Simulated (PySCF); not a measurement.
# C₂H₁₀OSi₂: magnetic properties

Aim: compute the magnetic properties of C₂H₁₀OSi₂ (`C[SiH](C)[SiH2]O`).

Computed with PySCF 2.14.0 and routines of our own; the level stands in each step. Atoms count from 0.

### Step 1. The starting structure

15 atoms, charge 0, multiplicity 1; geometry from: PBE0-D3(BJ)/def2-SVP.

### Step 2. Magnetic properties: GIAO KT3/pcSseg-1

The job: settings as JSON, then the geometry in Å.

```
{"job": {"kind": "mag", "xc": "KT3", "basis": "pcSseg-1"}, "charge": 0, "multiplicity": 1}
C      1.552120    -1.038501    -0.984339
Si     0.387948     0.414163    -0.689314
C      1.091714     1.594466     0.600639
Si    -1.662004    -0.406897     0.083065
O     -1.268054    -1.201111     1.510752
H      1.150870    -1.719146    -1.750751
H      2.543276    -0.692803    -1.317526
H      1.678899    -1.611120    -0.052419
H      0.156820     1.149912    -1.977326
H      1.209586     1.070509     1.561908
H      0.421388     2.452848     0.760358
H      2.076016     1.980393     0.292240
H     -2.310712    -1.348783    -0.892381
H     -2.661647     0.686777     0.336233
H     -1.994052    -1.613922     1.987465
```

With the program's defaults for keys left out, this is: GIAO KT3/pcSseg-1 magnetisability, rotational g tensor and spin-rotation constants, non-relativistic, gas phase.

The run is started by

```bash
$ OMP_NUM_THREADS=1 python excited_run.py task.json out
```

This one command runs all jobs of the session in turn.

Log:

```text
coarse grid: 12712 points
cycle   1  E = -743.0877530315  dE =  1.070e-01  |g| = 9.787e-01  |ddm| = 3.336e+00
cycle   2  E = -742.3263531841  dE =  7.614e-01  |g| = 2.054e+00  |ddm| = 3.785e+00
cycle   3  E = -743.2719550383  dE = -9.456e-01  |g| = 2.521e-01  |ddm| = 3.364e+00
cycle   4  E = -743.2858129803  dE = -1.386e-02  |g| = 1.224e-01  |ddm| = 3.852e-01
cycle   5  E = -743.2891853677  dE = -3.372e-03  |g| = 2.559e-02  |ddm| = 1.251e-01
cycle   6  E = -743.2894208853  dE = -2.355e-04  |g| = 5.695e-03  |ddm| = 4.907e-02
cycle   7  E = -743.2894298345  dE = -8.949e-06  |g| = 1.118e-03  |ddm| = 8.936e-03
final grid: 111200 points
cycle   8  E = -743.3615514426  dE = -1.211e-04  |g| = 2.149e-02  |ddm| = 3.451e-02
cycle   9  E = -743.3613952096  dE =  1.562e-04  |g| = 3.435e-02  |ddm| = 4.330e-02
cycle  10  E = -743.3616050281  dE = -2.098e-04  |g| = 5.990e-03  |ddm| = 3.442e-02
cycle  11  E = -743.3616111930  dE = -6.165e-06  |g| = 7.855e-04  |ddm| = 6.171e-03
cycle  12  E = -743.3616113867  dE = -1.937e-07  |g| = 8.863e-05  |ddm| = 1.073e-03
cycle  13  E = -743.3616113882  dE = -1.500e-09  |g| = 4.684e-05  |ddm| = 1.673e-04
cycle  14  E = -743.3616113889  dE = -7.008e-10  |g| = 5.480e-06  |ddm| = 6.484e-05
converged SCF energy = -743.3616113889

Magnetisability tensor (1e-30 J/T^2)
    -1138.61       24.37      -37.83
       24.37    -1168.60       42.31
      -37.83       42.31    -1228.09
isotropic -1178.43   principal values   -1265.85  -1147.25  -1122.20
isotropic susceptibility -70.967 1e-6 cm^3/mol

Inertial axes            a          b          c
rot. const./GHz      3.7889     1.8254     1.6316
chi total           -67.886    -69.089    -75.925
chi diamagnetic    -450.675   -773.729   -867.260
chi paramagnetic    382.789    704.640    791.334
quadrupole/D A        7.088     -2.530     -4.558
g nuclear            0.6465     0.5934     0.6030
g electronic        -0.6814    -0.6043    -0.6066
g total             -0.0349    -0.0109    -0.0036

Spin-rotation constants (kHz, H = +C I.J)
atom  isotope        aa         bb         cc
  5     1H       -0.387     -0.032     -0.140
  6     1H        0.055     -0.196     -0.182
  7     1H       -0.356     -0.193     -0.003
  8     1H       -0.226     -0.173      0.036
  9     1H       -0.356     -0.193     -0.003
 10     1H       -0.387     -0.032     -0.141
 11     1H        0.055     -0.196     -0.182
 12     1H       -0.209      0.020     -0.101
 13     1H       -0.210      0.022     -0.103
 14     1H       -0.009     -0.244     -0.194
  0    13C*       0.433      0.208      0.185
  1   29Si*      -2.270     -0.966     -0.942
  3   29Si*      -2.255     -1.222     -0.844
  4    17O*      -0.091     -0.057     -0.166
* in the singly substituted isotopologue
```

Run time: 23 s. Hardware: 1 thread of Intel Xeon Platinum 8375C at 2.90GHz, shared host; peak memory 0.49 GiB.

In short:

| quantity | value |
| --- | --- |
| magnetisability | -1178·10⁻³⁰ J/T² |
| molar susceptibility | -71.0·10⁻⁶ cm³/mol |
| rotational g (a, b, c) | -0.0349, -0.0109, -0.0036 |

### Step 3. Magnetic properties: GIAO X3LYP/pcSseg-1

Settings changed since step 2:

```diff
@@ -1,2 +1,2 @@
-{"job": {"kind": "mag", "xc": "KT3", "basis": "pcSseg-1"}, "charge": 0, "multiplicity": 1}
+{"job": {"kind": "mag", "xc": "X3LYP", "basis": "pcSseg-1"}, "charge": 0, "multiplicity": 1}
 C      1.552120    -1.038501    -0.984339
```

Level: GIAO X3LYP/pcSseg-1 magnetisability, rotational g tensor and spin-rotation constants, non-relativistic, gas phase.

Log:

```text
coarse grid: 12712 points
cycle   1  E = -736.1574358614  dE =  8.860e-02  |g| = 8.688e-01  |ddm| = 3.279e+00
cycle   2  E = -735.8965730881  dE =  2.609e-01  |g| = 1.426e+00  |ddm| = 2.097e+00
cycle   3  E = -736.3010755684  dE = -4.045e-01  |g| = 1.394e-01  |ddm| = 1.622e+00
cycle   4  E = -736.3047099821  dE = -3.634e-03  |g| = 5.388e-02  |ddm| = 1.545e-01
cycle   5  E = -736.3053974806  dE = -6.875e-04  |g| = 8.101e-03  |ddm| = 5.004e-02
cycle   6  E = -736.3054188722  dE = -2.139e-05  |g| = 1.481e-03  |ddm| = 1.366e-02
cycle   7  E = -736.3054194222  dE = -5.500e-07  |g| = 3.070e-04  |ddm| = 2.083e-03
final grid: 111200 points
cycle   8  E = -736.3446324966  dE = -1.717e-05  |g| = 4.780e-03  |ddm| = 1.400e-02
cycle   9  E = -736.3446293499  dE =  3.147e-06  |g| = 5.874e-03  |ddm| = 8.789e-03
cycle  10  E = -736.3446381748  dE = -8.825e-06  |g| = 3.299e-04  |ddm| = 5.004e-03
cycle  11  E = -736.3446381959  dE = -2.110e-08  |g| = 1.136e-04  |ddm| = 4.380e-04
cycle  12  E = -736.3446381979  dE = -1.956e-09  |g| = 5.612e-05  |ddm| = 1.479e-04
cycle  13  E = -736.3446381985  dE = -5.793e-10  |g| = 7.910e-06  |ddm| = 4.994e-05
converged SCF energy = -736.3446381985

Magnetisability tensor (1e-30 J/T^2)
    -1156.83       25.30      -38.10
       25.30    -1190.65       41.52
      -38.10       41.52    -1249.55
isotropic -1199.01   principal values   -1286.92  -1169.93  -1140.18
isotropic susceptibility -72.206 1e-6 cm^3/mol

Inertial axes            a          b          c
rot. const./GHz      3.7889     1.8254     1.6316
chi total           -68.983    -70.455    -77.180
chi diamagnetic    -452.576   -775.338   -868.804
chi paramagnetic    383.593    704.883    791.624
quadrupole/D A        7.454     -2.658     -4.796
g nuclear            0.6465     0.5934     0.6030
g electronic        -0.6828    -0.6045    -0.6068
g total             -0.0363    -0.0111    -0.0038

Spin-rotation constants (kHz, H = +C I.J)
atom  isotope        aa         bb         cc
  5     1H       -0.395     -0.035     -0.144
  6     1H        0.048     -0.199     -0.185
  7     1H       -0.364     -0.196     -0.006
  8     1H       -0.230     -0.177      0.035
  9     1H       -0.364     -0.196     -0.005
 10     1H       -0.394     -0.034     -0.145
 11     1H        0.048     -0.199     -0.185
 12     1H       -0.217      0.016     -0.104
 13     1H       -0.218      0.017     -0.106
 14     1H       -0.015     -0.244     -0.192
  0    13C*       0.443      0.211      0.189
  1   29Si*      -2.384     -1.016     -0.990
  3   29Si*      -2.350     -1.274     -0.893
  4    17O*      -0.081     -0.046     -0.157
* in the singly substituted isotopologue
```

Run time: 17 s. Hardware: 1 thread of Intel Xeon Platinum 8375C at 2.90GHz, shared host; peak memory 0.75 GiB.

Key values:

| quantity | value |
| --- | --- |
| magnetisability | -1199·10⁻³⁰ J/T² |
| molar susceptibility | -72.2·10⁻⁶ cm³/mol |
| rotational g (a, b, c) | -0.0363, -0.0111, -0.0038 |

### Step 4. Magnetic properties: GIAO B3LYP/6-311G**

Settings changed since step 3:

```diff
@@ -1,2 +1,2 @@
-{"job": {"kind": "mag", "xc": "X3LYP", "basis": "pcSseg-1"}, "charge": 0, "multiplicity": 1}
+{"job": {"kind": "mag", "xc": "B3LYP", "basis": "6-311G**"}, "charge": 0, "multiplicity": 1}
 C      1.552120    -1.038501    -0.984339
```

With the program's defaults for keys left out, this is: GIAO B3LYP/6-311G** magnetisability, rotational g tensor and spin-rotation constants, non-relativistic, gas phase.

Log:

```text
coarse grid: 12712 points
cycle   1  E = -736.4384698259  dE =  8.914e-02  |g| = 9.164e-01  |ddm| = 2.739e+00
cycle   2  E = -736.1087846565  dE =  3.297e-01  |g| = 1.560e+00  |ddm| = 2.454e+00
cycle   3  E = -736.5937144833  dE = -4.849e-01  |g| = 1.666e-01  |ddm| = 1.981e+00
cycle   4  E = -736.5987641279  dE = -5.050e-03  |g| = 6.790e-02  |ddm| = 1.836e-01
cycle   5  E = -736.5998200250  dE = -1.056e-03  |g| = 1.038e-02  |ddm| = 5.315e-02
cycle   6  E = -736.5998535869  dE = -3.356e-05  |g| = 1.933e-03  |ddm| = 1.394e-02
cycle   7  E = -736.5998545448  dE = -9.579e-07  |g| = 4.038e-04  |ddm| = 2.337e-03
final grid: 111200 points
cycle   8  E = -736.6026452850  dE = -1.850e-05  |g| = 4.711e-03  |ddm| = 1.708e-02
cycle   9  E = -736.6026418275  dE =  3.458e-06  |g| = 5.918e-03  |ddm| = 7.298e-03
cycle  10  E = -736.6026506607  dE = -8.833e-06  |g| = 2.546e-04  |ddm| = 4.196e-03
cycle  11  E = -736.6026506785  dE = -1.786e-08  |g| = 1.175e-04  |ddm| = 4.167e-04
cycle  12  E = -736.6026506817  dE = -3.208e-09  |g| = 4.310e-05  |ddm| = 1.248e-04
cycle  13  E = -736.6026506820  dE = -2.808e-10  |g| = 1.249e-05  |ddm| = 4.472e-05
converged SCF energy = -736.6026506820

Magnetisability tensor (1e-30 J/T^2)
    -1150.71       25.43      -38.27
       25.43    -1183.84       40.26
      -38.27       40.26    -1241.45
isotropic -1192.00   principal values   -1278.50  -1163.91  -1133.60
isotropic susceptibility -71.784 1e-6 cm^3/mol

Inertial axes            a          b          c
rot. const./GHz      3.7889     1.8254     1.6316
chi total           -68.560    -70.092    -76.699
chi diamagnetic    -452.005   -774.612   -867.946
chi paramagnetic    383.444    704.520    791.247
quadrupole/D A        7.704     -2.671     -5.033
g nuclear            0.6465     0.5934     0.6030
g electronic        -0.6825    -0.6042    -0.6065
g total             -0.0361    -0.0108    -0.0035

Spin-rotation constants (kHz, H = +C I.J)
atom  isotope        aa         bb         cc
  5     1H       -0.402     -0.035     -0.146
  6     1H        0.050     -0.202     -0.188
  7     1H       -0.369     -0.199     -0.006
  8     1H       -0.232     -0.176      0.035
  9     1H       -0.369     -0.199     -0.006
 10     1H       -0.402     -0.035     -0.147
 11     1H        0.050     -0.202     -0.188
 12     1H       -0.219      0.015     -0.105
 13     1H       -0.219      0.016     -0.106
 14     1H       -0.012     -0.249     -0.197
  0    13C*       0.425      0.202      0.182
  1   29Si*      -2.376     -1.017     -0.989
  3   29Si*      -2.352     -1.275     -0.888
  4    17O*      -0.063     -0.047     -0.150
* in the singly substituted isotopologue
```

Run time: 19 s. Hardware: 1 thread of Intel Xeon Platinum 8375C at 2.90GHz, shared host; peak memory 0.79 GiB.

Key values:

| quantity | value |
| --- | --- |
| magnetisability | -1192·10⁻³⁰ J/T² |
| molar susceptibility | -71.8·10⁻⁶ cm³/mol |
| rotational g (a, b, c) | -0.0361, -0.0108, -0.0035 |

### Step 5. Magnetic properties: GIAO B3LYP/aug-cc-pVDZ

Settings changed since step 4:

```diff
@@ -1,2 +1,2 @@
-{"job": {"kind": "mag", "xc": "B3LYP", "basis": "6-311G**"}, "charge": 0, "multiplicity": 1}
+{"job": {"kind": "mag", "xc": "B3LYP", "basis": "aug-cc-pVDZ"}, "charge": 0, "multiplicity": 1}
 C      1.552120    -1.038501    -0.984339
```

With the program's defaults for keys left out, this is: GIAO B3LYP/aug-cc-pVDZ magnetisability, rotational g tensor and spin-rotation constants, non-relativistic, gas phase.

Log:

```text
coarse grid: 12712 points
cycle   1  E = -736.3872434846  dE =  1.313e-01  |g| = 8.483e-01  |ddm| = 9.370e+00
cycle   2  E = -736.0564742316  dE =  3.308e-01  |g| = 1.508e+00  |ddm| = 3.287e+00
cycle   3  E = -736.5322230691  dE = -4.757e-01  |g| = 1.589e-01  |ddm| = 2.108e+00
cycle   4  E = -736.5375047144  dE = -5.282e-03  |g| = 5.729e-02  |ddm| = 3.838e-01
cycle   5  E = -736.5383129333  dE = -8.082e-04  |g| = 9.317e-03  |ddm| = 1.240e-01
cycle   6  E = -736.5383459893  dE = -3.306e-05  |g| = 1.755e-03  |ddm| = 2.841e-02
cycle   7  E = -736.5383469176  dE = -9.282e-07  |g| = 3.452e-04  |ddm| = 5.213e-03
final grid: 111200 points
cycle   8  E = -736.5503266950  dE = -1.769e-05  |g| = 4.552e-03  |ddm| = 1.128e-01
cycle   9  E = -736.5503231911  dE =  3.504e-06  |g| = 5.810e-03  |ddm| = 2.211e-02
cycle  10  E = -736.5503321873  dE = -8.996e-06  |g| = 3.882e-04  |ddm| = 1.146e-02
cycle  11  E = -736.5503322222  dE = -3.486e-08  |g| = 1.878e-04  |ddm| = 1.073e-03
cycle  12  E = -736.5503322283  dE = -6.088e-09  |g| = 4.576e-05  |ddm| = 2.995e-04
cycle  13  E = -736.5503322289  dE = -5.739e-10  |g| = 6.558e-06  |ddm| = 1.277e-04
converged SCF energy = -736.5503322289

Magnetisability tensor (1e-30 J/T^2)
    -1173.10       23.73      -37.17
       23.73    -1206.49       49.96
      -37.17       49.96    -1273.79
isotropic -1217.79   principal values   -1314.09  -1180.43  -1158.86
isotropic susceptibility -73.337 1e-6 cm^3/mol

Inertial axes            a          b          c
rot. const./GHz      3.7889     1.8254     1.6316
chi total           -70.258    -71.087    -78.666
chi diamagnetic    -452.428   -775.706   -869.046
chi paramagnetic    382.169    704.619    790.380
quadrupole/D A        6.941     -2.295     -4.646
g nuclear            0.6465     0.5934     0.6030
g electronic        -0.6803    -0.6043    -0.6058
g total             -0.0338    -0.0109    -0.0029

Spin-rotation constants (kHz, H = +C I.J)
atom  isotope        aa         bb         cc
  5     1H       -0.402     -0.034     -0.145
  6     1H        0.053     -0.202     -0.189
  7     1H       -0.372     -0.200     -0.005
  8     1H       -0.232     -0.176      0.035
  9     1H       -0.372     -0.200     -0.005
 10     1H       -0.402     -0.034     -0.146
 11     1H        0.053     -0.203     -0.189
 12     1H       -0.216      0.018     -0.106
 13     1H       -0.216      0.019     -0.107
 14     1H       -0.022     -0.250     -0.198
  0    13C*       0.375      0.181      0.162
  1   29Si*      -2.058     -0.889     -0.856
  3   29Si*      -2.024     -1.121     -0.774
  4    17O*      -0.102     -0.057     -0.147
* in the singly substituted isotopologue
```

It took 28 s on 1 thread of Intel Xeon Platinum 8375C at 2.90GHz, shared host; peak memory 0.87 GiB.

Key values:

| quantity | value |
| --- | --- |
| magnetisability | -1218·10⁻³⁰ J/T² |
| molar susceptibility | -73.3·10⁻⁶ cm³/mol |
| rotational g (a, b, c) | -0.0338, -0.0109, -0.0029 |

### Step 6. Magnetic properties: GIAO B3LYP/6-31G

Settings changed since step 5:

```diff
@@ -1,2 +1,2 @@
-{"job": {"kind": "mag", "xc": "B3LYP", "basis": "aug-cc-pVDZ"}, "charge": 0, "multiplicity": 1}
+{"job": {"kind": "mag", "xc": "B3LYP", "basis": "6-31G"}, "charge": 0, "multiplicity": 1}
 C      1.552120    -1.038501    -0.984339
```

Level: GIAO B3LYP/6-31G magnetisability, rotational g tensor and spin-rotation constants, non-relativistic, gas phase.

Log:

```text
coarse grid: 12712 points
cycle   1  E = -736.2848831407  dE =  2.150e-01  |g| = 8.645e-01  |ddm| = 3.231e+00
cycle   2  E = -735.9511244077  dE =  3.338e-01  |g| = 1.516e+00  |ddm| = 2.577e+00
cycle   3  E = -736.4409774360  dE = -4.899e-01  |g| = 1.491e-01  |ddm| = 1.988e+00
cycle   4  E = -736.4457435174  dE = -4.766e-03  |g| = 5.892e-02  |ddm| = 2.052e-01
cycle   5  E = -736.4466160098  dE = -8.725e-04  |g| = 6.075e-03  |ddm| = 6.091e-02
cycle   6  E = -736.4466317921  dE = -1.578e-05  |g| = 1.068e-03  |ddm| = 1.529e-02
cycle   7  E = -736.4466322285  dE = -4.364e-07  |g| = 2.277e-04  |ddm| = 2.382e-03
final grid: 111200 points
cycle   8  E = -736.3820533031  dE = -6.343e-06  |g| = 4.299e-03  |ddm| = 1.314e-02
cycle   9  E = -736.3820503560  dE =  2.947e-06  |g| = 5.440e-03  |ddm| = 9.277e-03
cycle  10  E = -736.3820583630  dE = -8.007e-06  |g| = 2.628e-04  |ddm| = 5.241e-03
cycle  11  E = -736.3820583814  dE = -1.842e-08  |g| = 1.241e-04  |ddm| = 4.653e-04
cycle  12  E = -736.3820583841  dE = -2.662e-09  |g| = 2.530e-05  |ddm| = 1.198e-04
cycle  13  E = -736.3820583843  dE = -1.962e-10  |g| = 4.602e-06  |ddm| = 4.552e-05
converged SCF energy = -736.3820583843

Magnetisability tensor (1e-30 J/T^2)
    -1245.38       23.39      -40.34
       23.39    -1265.27       49.01
      -40.34       49.01    -1332.35
isotropic -1281.00   principal values   -1374.96  -1239.70  -1228.35
isotropic susceptibility -77.144 1e-6 cm^3/mol

Inertial axes            a          b          c
rot. const./GHz      3.7889     1.8254     1.6316
chi total           -74.265    -74.657    -82.510
chi diamagnetic    -451.560   -774.140   -866.797
chi paramagnetic    377.295    699.483    784.287
quadrupole/D A        8.118     -2.304     -5.815
g nuclear            0.6465     0.5934     0.6030
g electronic        -0.6716    -0.5999    -0.6012
g total             -0.0251    -0.0065     0.0018

Spin-rotation constants (kHz, H = +C I.J)
atom  isotope        aa         bb         cc
  5     1H       -0.415     -0.053     -0.150
  6     1H        0.012     -0.209     -0.192
  7     1H       -0.380     -0.203     -0.017
  8     1H       -0.274     -0.190      0.016
  9     1H       -0.380     -0.204     -0.017
 10     1H       -0.415     -0.053     -0.151
 11     1H        0.012     -0.209     -0.192
 12     1H       -0.245     -0.005     -0.122
 13     1H       -0.245     -0.003     -0.123
 14     1H       -0.081     -0.274     -0.214
  0    13C*       0.355      0.174      0.155
  1   29Si*      -1.950     -0.848     -0.824
  3   29Si*      -2.050     -1.139     -0.743
  4    17O*       0.034     -0.020     -0.163
* in the singly substituted isotopologue
```

Run time: 7.8 s. Hardware: 1 thread of Intel Xeon Platinum 8375C at 2.90GHz, shared host; peak memory 0.51 GiB.

Key values:

| quantity | value |
| --- | --- |
| magnetisability | -1281·10⁻³⁰ J/T² |
| molar susceptibility | -77.1·10⁻⁶ cm³/mol |
| rotational g (a, b, c) | -0.0251, -0.0065, 0.0018 |

### Step 7. Magnetic properties: GIAO B3LYP/3-21G

Settings changed since step 6:

```diff
@@ -1,2 +1,2 @@
-{"job": {"kind": "mag", "xc": "B3LYP", "basis": "6-31G"}, "charge": 0, "multiplicity": 1}
+{"job": {"kind": "mag", "xc": "B3LYP", "basis": "3-21G"}, "charge": 0, "multiplicity": 1}
 C      1.552120    -1.038501    -0.984339
```

Level: GIAO B3LYP/3-21G magnetisability, rotational g tensor and spin-rotation constants, non-relativistic, gas phase.

Log:

```text
coarse grid: 12712 points
cycle   1  E = -732.3957590642  dE = -2.911e-01  |g| = 8.150e-01  |ddm| = 3.253e+00
cycle   2  E = -732.1381877873  dE =  2.576e-01  |g| = 1.377e+00  |ddm| = 2.601e+00
cycle   3  E = -732.5244179112  dE = -3.862e-01  |g| = 1.346e-01  |ddm| = 1.998e+00
cycle   4  E = -732.5281243375  dE = -3.706e-03  |g| = 5.704e-02  |ddm| = 2.101e-01
cycle   5  E = -732.5289071719  dE = -7.828e-04  |g| = 6.142e-03  |ddm| = 5.957e-02
cycle   6  E = -732.5289217208  dE = -1.455e-05  |g| = 1.035e-03  |ddm| = 1.432e-02
cycle   7  E = -732.5289220919  dE = -3.711e-07  |g| = 2.307e-04  |ddm| = 2.080e-03
final grid: 111200 points
cycle   8  E = -732.5876002779  dE = -9.905e-06  |g| = 2.700e-03  |ddm| = 1.187e-02
cycle   9  E = -732.5875998920  dE =  3.859e-07  |g| = 3.091e-03  |ddm| = 6.782e-03
cycle  10  E = -732.5876023127  dE = -2.421e-06  |g| = 4.075e-04  |ddm| = 3.656e-03
cycle  11  E = -732.5876023528  dE = -4.010e-08  |g| = 1.078e-04  |ddm| = 5.920e-04
cycle  12  E = -732.5876023547  dE = -1.920e-09  |g| = 3.009e-05  |ddm| = 1.239e-04
cycle  13  E = -732.5876023550  dE = -2.428e-10  |g| = 5.756e-06  |ddm| = 4.287e-05
converged SCF energy = -732.5876023550

Magnetisability tensor (1e-30 J/T^2)
    -1271.28       19.63      -39.84
       19.63    -1270.63       46.93
      -39.84       46.93    -1334.71
isotropic -1292.21   principal values   -1377.97  -1252.99  -1245.66
isotropic susceptibility -77.818 1e-6 cm^3/mol

Inertial axes            a          b          c
rot. const./GHz      3.7889     1.8254     1.6316
chi total           -75.589    -75.015    -82.851
chi diamagnetic    -451.854   -774.247   -867.343
chi paramagnetic    376.265    699.232    784.493
quadrupole/D A        8.083     -2.659     -5.424
g nuclear            0.6465     0.5934     0.6030
g electronic        -0.6698    -0.5996    -0.6013
g total             -0.0233    -0.0063     0.0016

Spin-rotation constants (kHz, H = +C I.J)
atom  isotope        aa         bb         cc
  5     1H       -0.426     -0.053     -0.155
  6     1H        0.012     -0.213     -0.197
  7     1H       -0.390     -0.209     -0.019
  8     1H       -0.272     -0.192      0.016
  9     1H       -0.390     -0.209     -0.018
 10     1H       -0.426     -0.053     -0.155
 11     1H        0.012     -0.213     -0.197
 12     1H       -0.241     -0.009     -0.120
 13     1H       -0.242     -0.007     -0.121
 14     1H       -0.074     -0.283     -0.217
  0    13C*       0.294      0.151      0.130
  1   29Si*      -1.721     -0.761     -0.755
  3   29Si*      -1.887     -1.062     -0.678
  4    17O*       0.111      0.035     -0.145
* in the singly substituted isotopologue
```

Run time: 6.4 s. Hardware: 1 thread of Intel Xeon Platinum 8375C at 2.90GHz, shared host; peak memory 0.51 GiB.

Key values:

| quantity | value |
| --- | --- |
| magnetisability | -1292·10⁻³⁰ J/T² |
| molar susceptibility | -77.8·10⁻⁶ cm³/mol |
| rotational g (a, b, c) | -0.0233, -0.0063, 0.0016 |

### Step 8. The levels compared

| level | ξ (10⁻³⁰ J/T²) | g(a) | g(b) | gap (eV) | functions | time |
| --- | --- | --- | --- | --- | --- | --- |
| GIAO KT3/pcSseg-1 | -1178 | -0.0349 | -0.0109 | 5.72 | 149 | 23 s |
| GIAO X3LYP/pcSseg-1 | -1199 | -0.0363 | -0.0111 | 7.36 | 149 | 17 s |
| GIAO B3LYP/6-311G** | -1192 | -0.0361 | -0.0108 | 7.09 | 166 | 19 s |
| GIAO B3LYP/aug-cc-pVDZ | -1218 | -0.0338 | -0.0109 | 6.64 | 213 | 28 s |
| GIAO B3LYP/6-31G | -1281 | -0.0251 | -0.0065 | 7.45 | 73 | 7.8 s |
| GIAO B3LYP/3-21G | -1292 | -0.0233 | -0.0063 | 7.78 | 73 | 6.4 s |

### Step 9. Results

| quantity | value |
| --- | --- |
| magnetisability (step 2, GIAO KT3/pcSseg-1) | -1178·10⁻³⁰ J/T² |
| molar susceptibility (step 2, GIAO KT3/pcSseg-1) | -71.0·10⁻⁶ cm³/mol |
| rotational g (a, b, c) (step 2, GIAO KT3/pcSseg-1) | -0.0349, -0.0109, -0.0036 |
| magnetisability over the levels | -1292 to -1178·10⁻³⁰ J/T² |

In words: The magnetisability spreads by 9.3 % over 6 levels, from GIAO B3LYP/3-21G (6.4 s) to GIAO KT3/pcSseg-1 (23 s); the runs took 6.4 s to 28 s. Vibrational averaging and real surroundings are missing from these values.
